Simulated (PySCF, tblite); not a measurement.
# C₈H₈Cl radical: geometry, infrared bands and EPR parameters

What infrared bands and EPR parameters should C₈H₈Cl radical (`CC#C[C]1C=C(Cl)CC1`) show?

The runs use tblite 0.8.0 and PySCF 2.14.0, with density-fitted response routines of our own; the level of theory stands in each step. All values are computed, except where a source is named. Atoms are numbered from 0 throughout.

### Step 1. The starting structure

17 atoms, charge 0, multiplicity 2; geometry from: force field or distance geometry start.

Bonds of the start (Å): C0–C1 1.48, C1–C2 1.18, C2–C3 1.43, C3–C4 1.44, C4–C5 1.34, C5–Cl6 1.69, C5–C7 1.50, C7–C8 1.54, C8–C3 1.48, C0–H9 1.09, C0–H10 1.09, C0–H11 1.10, C4–H12 1.08, C7–H13 1.10, C7–H14 1.10, C8–H15 1.08, C8–H16 1.10.

### Step 2. Optimising the geometry with GFN2-xTB

Job settings and geometry (Å):

```
{"job": {"kind": "relax", "xc": "GFN2-xTB", "basis": "xTB"}, "charge": 0, "multiplicity": 2}
C      3.403100    -1.487200     0.909100
C      2.075700    -0.934200     0.561800
C      1.010400    -0.495800     0.297900
C     -0.267300     0.040800    -0.040000
C     -1.511600    -0.626300     0.247400
C     -2.521000     0.135000    -0.194300
Cl    -4.166200    -0.243100    -0.082700
C     -2.060000     1.419700    -0.810300
C     -0.530500     1.341100    -0.703900
H      3.865800    -0.894600     1.703000
H      4.051500    -1.481100     0.035600
H      3.304200    -2.519100     1.265800
H     -1.604000    -1.585800     0.730800
H     -2.375500     1.483300    -1.864400
H     -2.459600     2.292700    -0.272000
H     -0.074700     1.383000    -1.684800
H     -0.147400     2.183700    -0.108900
```

The run is started by

```
$ OMP_NUM_THREADS=1 python probes_run.py task.json out
```

The driver reads the jobs from task.json and runs them one after another.

**Question.** This job is followed by: GFN2-xTB harmonic vibrations, gas phase; UKS B3LYP, pcH-1 on C Cl H, non-relativistic, mean-field spin-orbit, GIAO. Predict these results of the whole session: strongest single infrared mode (GFN2-xTB); zero-point energy (GFN2-xTB); g(iso) (B3LYP); ⟨S²⟩; largest a(iso) (averaged by class); potential on the surface of density 0.002 e/bohr³, 1st and 99th percentile.

The runs gave:

```
                                                                  quantity                     value
                                 strongest single infrared mode (GFN2-xTB)      2286 cm⁻¹, 75 km/mol
                                              zero-point energy (GFN2-xTB)             80.8 kcal/mol
                                                            g(iso) (B3LYP)                   2.00405
                                                                      ⟨S²⟩        0.779 (exact 0.75)
                                        largest a(iso) (averaged by class)  1H on H15, H16, 55.5 MHz
potential on the surface of density 0.002 e/bohr³, 1st and 99th percentile        -0.75 V and 0.87 V
```

In words: The optimisation took 38 steps and gained 0.186 eV; among the close pairs (by a distance rule), C2–C3 changed most, from 1.426 to 1.380 Å. All 45 modes are real, so the xTB geometry is a minimum. The strongest single mode, at 2286 cm⁻¹, moves mainly C1 and C2. Unscaled tight-binding wavenumbers are off by several per cent, some by more. Its intensities can rank the bands wrongly. The largest spin populations lie on C3 (0.53 e), C5 (0.45 e). The isotropic g lies 1.7 ppt above the free-electron value. The conformer search found further structures of the same energy, which may be mirror or relabelled copies of this one.
